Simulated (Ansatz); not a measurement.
A run of Ansatz 0.2.0 is set up as follows.

input.yaml

```yaml
crystal:
  lattice:
    - [1.5170411163, 0.8758640969, 4.933893193]
    - [-1.5170411163, 0.8758640969, 4.933893193]
    - [0.0, -1.7517281937, 4.933893193]
  atoms:
    - { symbol: W, position: [0.0, 0.0, 0.0] }
    - { symbol: V, position: [0.5, 0.5, 0.5], spin: -2.14 }
    - { symbol: C, position: [0.246494, 0.246494, 0.246494] }
    - { symbol: C, position: [0.753506, 0.753506, 0.753506] }
hamiltonian:
  xc: pbe
  pseudopotentials: { kind: paw }
magnetization:
  spin_polarized: true
kpoints:
  mp_grid: { grid: [10, 10, 10] }
scf:
  occupations: { method: fermi_dirac, width: 0.05 }
output:
  forces: true
  stress: true
  eigenvalues: true
  write_density: true
  write_potential: true
  elf: true
  volumetric_format: npy
```

Potentials or basis: Ansatz PAW.

Command:

```bash
$ ansatz run input.yaml --threads 2 --pin off --max-ram 5632MiB --backend cpu --events-out ev --progress --plain --runs-dir out
```

Problem. Estimate the pressure.

Solution. -2.0 GPa.

Problem. What does it give for the net moment?

Solution. 0.00 μB per cell.

Problem. What does it give for the absolute moment?

Solution. 0.00 μB per cell.

Problem. Predict the largest force.

Solution. 0.094 eV/Å.

Stress tensor (GPa, compression positive):
```
-1.86  0.00  0.00
 0.00 -1.86  0.00
 0.00  0.00 -2.27
```

Caveat: the pressure holds a Pulay correction of +0.4 GPa for the finite cutoff; the starting moments weren't kept. Spin-orbit coupling is left out, which matters for the levels of W.
